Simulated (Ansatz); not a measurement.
**Fe+ (sextet): energies up the ladder**

Aim: energies up the ladder, for Fe+ (sextet), with the cost of each level. Charge +1. Spin multiplicity 6.

Method: the levels named in each step, in Ansatz 0.2.0.

## Step 1: The structure to begin with

Structure file:

```xyz
1

Fe    0.0000    0.0000    0.0000
```

## Step 2: Single point, PBE0/def2-TZVPP

File input.yaml:

```yaml
crystal:
  periodic: [false, false, false]
  atoms:
    - { symbol: Fe, position_ang: [0.0, 0.0, 0.0] }
magnetization:
  spin_polarized: true
  initial_magnetization: 5
total_charge: 1
basis:
  gaussian: { orbitals: def2-TZVPP }
hamiltonian:
  xc: pbe0
```

The run is started by

```sh
ansatz run input.yaml --threads 2 --pin off --max-ram 5120MiB --backend cpu --events-out ev --progress --plain --runs-dir out
```

The runs that follow: Single point, PBE/def2-TZVPP; Single point, r2SCAN/def2-TZVPP; Single point, B3LYP/def2-TZVPP; Single point, wB97M-V/def2-TZVPP; Single point, B2PLYP/def2-TZVPP; Single point, LDA/def2-TZVPP; Single point, PBE0/def2-SVP; Single point, PBE/def2-SVP.

**Question.** What will these runs give? Wanted: energy at PBE/def2-SVP.

As calculated:

```
              quantity          value
energy at PBE/def2-SVP  -34366.417 eV
```

These totals serve in differences with atoms or fragments at the same level; alone they don't rank the methods.
